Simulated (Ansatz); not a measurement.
# Li: the cost of one run

Computed with Ansatz 0.2.0 (DFT PBEsol, scalar-relativistic, plane waves, PAW, unless a step's input says otherwise).

1 further run of the same task is left out (set aside as unsound or not needed).

## Step 1: The starting structure

It takes space group R-3m (No. 166, trigonal). The conventional cell has a = 3.101 Å, b = 3.101 Å, c = 22.765 Å, α = 90.00°, β = 90.00°, γ = 120.00°. Around Li (site symmetry -3m) lie 12 Li at 3.10 Å. Li (site symmetry 3m) is surrounded by 12 Li at 3.09 to 3.10 Å.

Coordinates:

```
Li
1.0
     1.55050    0.89518    7.58830
    -1.55050    0.89518    7.58830
     0.00000   -1.79036    7.58830
Li
3
Direct
  0.00000 0.00000 0.00000
  0.22200 0.22200 0.22200
  0.77800 0.77800 0.77800
```

The structure comes from the Crystallography Open Database.

## Step 2: A single atom displaced

What differs from the listed cell: atom 3 (Li) moved by 0.04 Å.

input.yaml reads:

```yaml
crystal:
  lattice:
    - [1.5504989657, 0.8951809952, 7.5883]
    - [-1.5504989657, 0.8951809952, 7.5883]
    - [0.0, -1.7903619905, 7.5883]
  atoms:
    - { symbol: Li, position: [0.0, 0.0, 0.0] }
    - { symbol: Li, position: [0.222, 0.222, 0.222] }
    - { symbol: Li, position: [0.7728474561, 0.7673266527, 0.7945625516] }
basis:
  ecutwfc: 420
kpoints:
  mp_grid: { grid: [15, 15, 15] }
hamiltonian:
  xc: pbesol
scf:
  occupations: { method: gaussian, width: 0.1 }
output:
  forces: true
  stress: true
  eigenvalues: true
  write_density: true
  write_potential: true
  elf: true
  volumetric_format: npy
```

Launch:

```
ansatz run input.yaml --threads 1 --pin off --max-ram 1331MiB --backend cpu --events-out ev --progress --plain --runs-dir out
```

**Question.** How long does this run take on 1 thread of an x86-64 CPU, shared host, and how much memory does it need?

About 57 s, with a peak of 1.1 GiB.
